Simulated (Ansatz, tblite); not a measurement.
# SbMe2(OEt) (C4H11OSb): one state, many levels

Aim: run the singlet of SbMe2(OEt) (C4H11OSb) at one geometry on many levels, and compare frontier levels, spin and run time.

The runs use Ansatz 0.2.0, Gaussian basis; as each input shows.

Plan: GFN1-xTB, GFN2-xTB, PBE-D4/def2-TZVP, r2SCAN-D4/def2-TZVP, LDA/def2-TZVP, B97M-V/def2-TZVP, CAM-B3LYP-D4/def2-TZVP, PBE-D4/def2-SVP, PBE0-D4/def2-SVP, CCSD(T)/def2-SVP, MP2/def2-TZVP.

2 further runs of the same task are left out: 2 set aside as unsound or not needed.

**1. The structure**

The geometry is that of the singlet, from an earlier relaxation (PBE-D4/def2-SVP).

17 atoms, charge 0, spin multiplicity 1.

Bond lengths: C1–Sb6 2.184 Å, C1–H7 1.107 Å, C1–H8 1.107 Å, C1–H9 1.108 Å, C2–Sb6 2.186 Å, C2–H10 1.107 Å, C2–H11 1.107 Å, C2–H12 1.108 Å, C3–C4 1.523 Å, C3–O5 1.415 Å, C3–H13 1.120 Å, C3–H14 1.120 Å, C4–H15 1.109 Å, C4–H16 1.109 Å, C4–H17 1.109 Å, O5–Sb6 2.042 Å. Angles: Sb6–C1–H7 106.7°, Sb6–C1–H8 110.5°, Sb6–C1–H9 110.5°, H7–C1–H8 109.6°, H7–C1–H9 110.1°, H8–C1–H9 109.5°, Sb6–C2–H10 110.4°, Sb6–C2–H11 106.9°, Sb6–C2–H12 110.5°, H10–C2–H11 109.6°, H10–C2–H12 109.4°, H11–C2–H12 110.1°, C4–C3–O5 108.1°, C4–C3–H13 109.3°, C4–C3–H14 109.2°, O5–C3–H13 112.1°, O5–C3–H14 112.2°, H13–C3–H14 105.9° and more.

Sb takes a core potential in the def2 sets. No spin-orbit coupling is included.

PBE0-D4/def2-TZVP was run before; its log isn't repeated, and its numbers join the tables.

**2. GFN1-xTB**

Tight binding, by tblite at 300 K electronic temperature and without a spin-polarisation term:

```python
tblite.interface.Calculator('GFN1-xTB', numbers, positions, charge=0, uhf=0).singlepoint()
```

Energy -587.8590 eV, HOMO -11.44 eV, LUMO -5.97 eV; 0.016 s.

**3. GFN2-xTB**

Tight binding, by tblite at 300 K electronic temperature and without a spin-polarisation term:

```python
tblite.interface.Calculator('GFN2-xTB', numbers, positions, charge=0, uhf=0).singlepoint()
```

Energy -556.3942 eV, HOMO -10.20 eV, LUMO -5.39 eV; 0.012 s.

**4. PBE-D4/def2-TZVP**

start.molden holds the orbitals of an earlier run on this state, given as this run's starting guess.

Contents of in.yaml:

```yaml
crystal:
  periodic: [false, false, false]
  atoms:
    - {symbol: C, position_ang: [2.405872, 0.985317, -0.316095]}
    - {symbol: C, position_ang: [-0.354180, 2.541501, -0.265375]}
    - {symbol: C, position_ang: [-0.862677, -1.482460, 0.835001]}
    - {symbol: C, position_ang: [-1.459647, -2.505515, -0.121937]}
    - {symbol: O, position_ang: [-0.216130, -0.485112, 0.066551]}
    - {symbol: Sb, position_ang: [0.673075, 1.093080, 1.008802]}
    - {symbol: H, position_ang: [2.045384, 0.570700, -1.277687]}
    - {symbol: H, position_ang: [3.178240, 0.316822, 0.109855]}
    - {symbol: H, position_ang: [2.836741, 1.993844, -0.473947]}
    - {symbol: H, position_ang: [-1.334690, 2.811653, 0.171353]}
    - {symbol: H, position_ang: [-0.507299, 2.055246, -1.248395]}
    - {symbol: H, position_ang: [0.259551, 3.456445, -0.384879]}
    - {symbol: H, position_ang: [-0.156076, -1.998390, 1.534694]}
    - {symbol: H, position_ang: [-1.676943, -1.059331, 1.477596]}
    - {symbol: H, position_ang: [-1.976823, -3.315378, 0.432680]}
    - {symbol: H, position_ang: [-2.190006, -2.019874, -0.800366]}
    - {symbol: H, position_ang: [-0.664372, -2.958557, -0.747872]}
basis:
  gaussian: {orbitals: def2-TZVP, initial_orbitals: start.molden}
hamiltonian: {xc: pbe, dispersion: d4}
scf: {omitted_lower_state_checks: [starts]}
output: {forces: true, orbitals: {seedname: orbitals}}
```

Run with:

```
$ ansatz run in.yaml --threads 4 --pin off --events-out ev --progress --plain --max-ram 4787MiB
```

The runs that follow: r2SCAN-D4/def2-TZVP; LDA/def2-TZVP; B97M-V/def2-TZVP; CAM-B3LYP-D4/def2-TZVP; PBE-D4/def2-SVP; PBE0-D4/def2-SVP; CCSD(T)/def2-SVP; MP2/def2-TZVP.

Before running them: what should the planned runs give, taken together? Wanted: gap in def2-TZVP, named functionals, smallest and largest; correlation energy, CCSD(T)/def2-SVP; correlation energy, MP2/def2-TZVP; binding an atom, CCSD(T)/def2-SVP; PBE0 total energy, smallest basis above largest.

As calculated:

```
                                                 quantity                                  value
gap in def2-TZVP, named functionals, smallest and largest  4.01 eV (LDA), 8.26 eV (CAM-B3LYP-D4)
                     correlation energy, CCSD(T)/def2-SVP                              -27.02 eV
                        correlation energy, MP2/def2-TZVP                              -34.74 eV
                        binding an atom, CCSD(T)/def2-SVP                               3.605 eV
          PBE0 total energy, smallest basis above largest          7.52 eV (def2-SVP, def2-TZVP)
```

What this shows: Over the named functionals in def2-TZVP the gap runs from 4.01 eV (LDA) to 8.26 eV (CAM-B3LYP-D4); exact exchange widens it. The functionals in def2-TZVP miss CCSD(T)/def2-SVP by +0.202 (r2SCAN-D4) to +0.738 eV (LDA) an atom. The yardstick is in a double-zeta basis, so levels in larger sets aren't compared like for like. The reference is CCSD(T) in one finite basis, so it carries an error of its own, often a tenth of an eV or more, and near misses can't be ranked.
